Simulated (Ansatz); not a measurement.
# Ta9Al5Mo6: the cost of one run

Program: Ansatz 0.2.0. Level of theory: DFT r2SCAN, scalar-relativistic, plane waves, PAW. These are calculated values, not measurements.

## Step 1: The structure to begin with

The cell holds 20 atoms (Al5Mo6Ta9): a = 7.074 Å, b = 7.074 Å, c = 7.074 Å, α = 80.92°, β = 80.92°, γ = 80.92°.

The sites of an ideal bcc lattice, at a guessed lattice constant, take 5 Al, 6 Mo, 9 Ta (sublattices apart by semicolons), with a shake of 0.02 Å. Warren-Cowley parameters of the first shell (negative: unlike neighbours preferred): Al-Mo +0.00, Al-Ta +0.00, Mo-Ta -0.02. In a cell this small the draw can fall short of the order aimed at.

The coordinates stand in the first input below.

## Step 2: Relaxation without symmetry, coarse mesh

Cell and atoms move without symmetry, on a coarse mesh with loose thresholds.

Input file input.yaml:

```yaml
crystal:
  lattice:
    - [-4.86892734, 4.86892734, -1.62297578]
    - [-4.86892734, -1.62297578, 4.86892734]
    - [1.62297578, 4.86892734, 4.86892734]
  atoms:
    - { symbol: Al, position: [0.9976873237, 0.000575761, 0.0010293934] }
    - { symbol: Al, position: [0.9997303032, 0.5018971381, 0.501716679] }
    - { symbol: Al, position: [0.895661968, 0.9031509469, 0.4008865232] }
    - { symbol: Al, position: [0.20564022, 0.7034345992, 0.6988905893] }
    - { symbol: Al, position: [0.8999666868, 0.3978226078, 0.8994661322] }
    - { symbol: Mo, position: [0.5020558425, 0.4942810288, 0.0027084087] }
    - { symbol: Mo, position: [0.2007746053, 0.196881956, 0.198911743] }
    - { symbol: Mo, position: [0.7005364568, 0.6988436369, 0.19854894] }
    - { symbol: Mo, position: [0.797920085, 0.2972971899, 0.2992254672] }
    - { symbol: Mo, position: [0.5955507825, 0.6026666585, 0.5959992551] }
    - { symbol: Mo, position: [0.7916860554, 0.8042042325, 0.8037119205] }
    - { symbol: Ta, position: [0.5997732627, 0.1006046333, 0.097308002] }
    - { symbol: Ta, position: [0.1003584808, 0.5989207884, 0.0931131917] }
    - { symbol: Ta, position: [0.3021547201, 0.8031364274, 0.3065528548] }
    - { symbol: Ta, position: [0.4056587399, 0.3971052971, 0.396705658] }
    - { symbol: Ta, position: [0.5027215864, 0.0009222671, 0.4965980638] }
    - { symbol: Ta, position: [0.1016541697, 0.1013427412, 0.5941068902] }
    - { symbol: Ta, position: [0.6940691884, 0.199902059, 0.7010383352] }
    - { symbol: Ta, position: [0.298325596, 0.3048822458, 0.7980488129] }
    - { symbol: Ta, position: [0.3993388631, 0.9027340218, 0.8981792196] }
  symmetry: { detect: false }
basis:
  ecutwfc: 500
kpoints:
  mp_grid: { grid: [2, 2, 2], shift: [0.5, 0.5, 0.5] }
hamiltonian:
  xc: r2scan
scf:
  occupations: { method: gaussian, width: 0.1 }
  lower_state_search: "off"
output:
  forces: true
  stress: true
  eigenvalues: true
relax:
  adjacent_minimum: "off"
  f_tol: 0.04
  max_steps: 50
  cell: { stress_tol: 0.3 }
```

Command:

```sh
$ ansatz run input.yaml --threads 4 --pin off --max-ram 9216MiB --backend cpu --events-out ev --progress --plain --runs-dir out
```

**Question.** How long does this run take on 4 threads of Arm Neoverse V2, shared host, and how much memory does it need?

About 3.1 min, with a peak of 1.8 GiB.
